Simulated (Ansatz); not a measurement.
# CSe2, space group Cmce: band-curvature effective masses by finite differences

Computed with the Python package of Ansatz (0.2.0).

`cse2_mass.py`:
```python
'''Effective masses of CSe2 by finite differences.'''

from dataclasses import dataclass

import ansatz as az
import numpy as np


@dataclass
class Options:
    cutoff: int = 550
    xc: str = 'pbe'
    kmesh: tuple[int, ...] = (6, 6, 4)
    filling: str = 'fixed'


cfg = Options()


def main() -> None:
    vectors = np.array([
        [3.569767, -2.99478, 0.0],
        [3.569767, 2.99478, 0.0],
        [0.0, 0.0, 9.462652],
    ])
    cse2 = (
        az.Lattice.of(vectors)
        .atom('C', (0.5, 0.5, 0.5))
        .atom('C', (0.0, 0.0, 0.0))
        .atom('Se', (0.712422, 0.287578, 0.620615))
        .atom('Se', (0.287578, 0.712422, 0.379385))
        .atom('Se', (0.787578, 0.212422, 0.120615))
        .atom('Se', (0.212422, 0.787578, 0.879385))
    )

    calc = (
        cse2.calculation()
        .basis(cfg.cutoff)
        .pseudopotentials('paw')
        .functional(cfg.xc)
        .kpoints(*cfg.kmesh, center='gamma')  # sampling of the Brillouin zone
        .occupations(cfg.filling)  # whole-number filling, right only where there is a gap
    )
    # find the band extrema among the mesh points first
    outcome = calc.band_table().run()
    rep = outcome.report
    levels = np.array(rep['eigenvalues_ev'])
    filled = round(rep['n_electrons'] / 2)
    edges = {'top filled band': (filled - 1, levels[:, filled - 1].argmax()), 'lowest empty band': (filled, levels[:, filled].argmin())}
    gap = levels[:, filled].min() - levels[:, filled - 1].max()
    print(f'gap on the mesh {gap:.3f} eV')
    if gap <= 0.05:
        print('no gap: band-edge masses have no meaning here')
        edges = {}
    reciprocal = 2 * np.pi * np.linalg.inv(outcome.lattice.cell_ang).T
    step = 0.006  # 1/A

    # m/m_e = (hbar^2/m_e) / (d2E/dk2), with hbar^2/m_e = 7.61996 eV A^2
    # a slope that is not zero means that the extremum lies off this mesh point
    pairs = [(0, 1), (0, 2), (1, 2)]
    moves = [sign * axis for axis in np.eye(3) for sign in (-1, 1)]
    moves += [s1 * np.eye(3)[i] + s2 * np.eye(3)[j] for i, j in pairs for s1 in (1, -1) for s2 in (1, -1)]
    for name, (band, index) in edges.items():
        together = int(np.sum(np.abs(levels[index] - levels[index, band]) < 2e-3))
        print(name, 'at k =', np.round(rep['kpoints_frac'][index], 4), f'E = {levels[index, band]:.4f} eV, degeneracy {together}')
        centre = np.array(rep['kpoints_frac'][index]) @ reciprocal
        points = [centre] + [centre + step * move for move in moves]
        table = calc.band_structure(points, intervals=1, cartesian=True).run().band_structure().channels[0].eigenvalues_ev
        if together > 1:
            level = np.flatnonzero(np.abs(levels[index] - levels[index, band]) < 2e-3)
            along = (table[1, level] + table[2, level] - 2 * table[0, level]) / step ** 2
            print('  degenerate level, no single mass tensor; masses of its branches along x:', np.round(7.61996 / along, 3), 'm_e')
            continue
        e = table[:, band]
        hessian = np.diag((e[1:7:2] + e[2:7:2] - 2 * e[0]) / step ** 2)
        for (i, j), (pp, pm, mp, mm) in zip(pairs, e[7:].reshape(3, 4)):
            hessian[i, j] = hessian[j, i] = (pp - pm - mp + mm) / (4 * step ** 2)
        curvatures, axes = np.linalg.eigh(hessian)
        slope = (e[2:7:2] - e[1:7:2]) / (2 * step)
        print('  slope (eV A):', np.round(slope, 3) + 0.0, '' if np.abs(slope).max() < 0.05 else '- no extremum here, so these are local curvatures and no band-edge masses')
        for curvature, axis in zip(curvatures, axes.T):
            print(f'  principal mass {7.61996 / curvature:8.3f} m_e along', np.round(axis, 2) + 0.0)


if __name__ == '__main__':
    main()
```

```console
$ python cse2_mass.py
gap on the mesh 2.346 eV
top filled band at k = [-0.5 -0.5  0. ] E = 1.5323 eV, degeneracy 1
  slope (eV A): [0. 0. 0.]
  principal mass   -0.606 m_e along [0. 0. 1.]
  principal mass   -1.385 m_e along [1. 0. 0.]
  principal mass   -3.662 m_e along [0. 1. 0.]
lowest empty band at k = [0. 0. 0.] E = 3.8786 eV, degeneracy 1
  slope (eV A): [0. 0. 0.]
  principal mass    5.327 m_e along [0. 1. 0.]
  principal mass    1.408 m_e along [-1.  0.  0.]
  principal mass    1.222 m_e along [0. 0. 1.]
```

Caveats:
- Semilocal gaps usually lie well under measured ones.
- The computed bands are complete only to about 4.9 eV above the Fermi level.
- The structure comes from a database of computed cells and needn't be a stable or known phase.
- Levels are Kohn-Sham eigenvalues on this mesh, without spin-orbit coupling.
- The masses are finite-difference curvatures at extrema found on a coarse mesh, which needn't be the true band edges; a step that is long against the gap makes them too heavy. At a valence maximum the curvature is negative (the hole mass is its size); mixed signs mark a saddle. Spin-orbit coupling is left out, and light masses scale with the Kohn-Sham gap.
- Run time: 62 s on 1 thread of Arm Neoverse V2, with other jobs on the host, peak memory 0.73 GiB.
